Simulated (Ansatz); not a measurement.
**BH₄NSSi: up Jacob's ladder to CCSD(T)**

The task here is to estimate one member of a computed series from the others.

The runs use Ansatz 0.2.0, Gaussian basis; functionals in def2-TZVPP, the program's frozen cores in correlated methods.

The runs, in order: LDA (SPW92), PBE-D4, revPBE-D4, BLYP-D4, r2SCAN-D4, B97M-V, PBE0-D4, B3LYP-D4, r2SCANh-D4, r2SCAN0-D4, HSE06-D4, BHLYP-D4, CAM-B3LYP-D4, LC-ωPBE, ωB97X-V, ωB97M-V, B2PLYP, PBE-QIDH; CCSD(T)/def2-SVP; CCSD(T)/def2-TZVPP; MP2/def2-QZVPP; extrapolation to the limit; RPA on PBE.

### The relaxed structure

An earlier PBE0-D4 in a triple-zeta def2 set relaxation fixed the geometry.

8 atoms, charge 0, spin multiplicity 1.

Atoms are counted from 1 here; the program's logs count them from 0.

Bond lengths: S1–Si2 2.130 Å, S1–H5 1.344 Å, Si2–B3 1.919 Å, Si2–N4 1.749 Å, Si2–H6 1.482 Å, B3–N4 1.383 Å, B3–H7 1.188 Å, N4–H8 1.010 Å. Angles: Si2–S1–H5 95.1°, S1–Si2–B3 124.2°, S1–Si2–N4 118.5°, S1–Si2–H6 108.2°, B3–Si2–N4 44.0°, B3–Si2–H6 127.6°, N4–Si2–H6 114.3°, Si2–B3–N4 61.5°, Si2–B3–H7 162.4°, N4–B3–H7 136.1°, Si2–N4–B3 74.5°, Si2–N4–H8 148.9°, B3–N4–H8 136.5°.

Set-up of the first run:

in.yaml reads:

```yaml
crystal:
  periodic: [false, false, false]
  atoms:
    - {symbol: S, position_ang: [-2.198701, -0.554737, -0.360355]}
    - {symbol: Si, position_ang: [-0.326604, -0.039088, 0.515371]}
    - {symbol: B, position_ang: [1.350543, -0.825486, 0.014172]}
    - {symbol: N, position_ang: [0.999586, 0.392081, -0.541059]}
    - {symbol: H, position_ang: [-2.816811, 0.581971, 0.001910]}
    - {symbol: H, position_ang: [-0.578772, 0.932158, 1.605840]}
    - {symbol: H, position_ang: [2.264751, -1.577591, -0.080150]}
    - {symbol: H, position_ang: [1.398209, 1.033592, -1.211530]}
basis:
  gaussian: {orbitals: def2-TZVPP}
hamiltonian: {xc: lda}
output: {orbitals: {seedname: orbitals}}
```

Launch:

```sh
> ansatz run in.yaml --threads 2 --pin off --events-out ev --progress --plain --max-ram 4352MiB
```

Among the steps run: LDA; PBE-D4 (GGA); revPBE-D4 (GGA); BLYP-D4 (GGA); r2SCAN-D4 (meta-GGA); B97M-V (meta-GGA); PBE0-D4 (hybrid); B3LYP-D4 (hybrid); r2SCANh-D4 (hybrid); r2SCAN0-D4 (hybrid); HSE06-D4 (hybrid); BHLYP-D4 (hybrid); CAM-B3LYP-D4 (range-separated); LC-ωPBE (range-separated); ωB97X-V (range-separated); ωB97M-V (range-separated); B2PLYP (double hybrid); PBE-QIDH (double hybrid).

One table of the session follows, with a row left open; its other results are not shown here.

It belongs to the step «Frontier levels by functional». 

```
  functional  HOMO (eV)  gap (eV)
 LDA (SPW92)      -6.01      4.21
      PBE-D4      -5.91      4.35
   revPBE-D4      -5.87      4.40
     BLYP-D4      -5.76      4.36
   r2SCAN-D4      -6.13      4.86
      B97M-V      -6.19      4.90
     PBE0-D4          ?         ?
    B3LYP-D4      -6.82      6.02
  r2SCANh-D4      -6.54      5.61
  r2SCAN0-D4      -7.16      6.73
    HSE06-D4      -6.63      5.65
    BHLYP-D4      -8.03      8.43
CAM-B3LYP-D4      -8.31      8.81
     LC-ωPBE      -9.63     11.29
     ωB97X-V      -9.30     10.84
     ωB97M-V      -9.11     10.42
```

Q: Estimate the row for PBE0-D4 from the others.

The run gave: HOMO (eV): -7.03; gap (eV): 6.43. In the column «HOMO (eV)» it lies between r2SCAN0-D4 (-7.16) and B3LYP-D4 (-6.82).
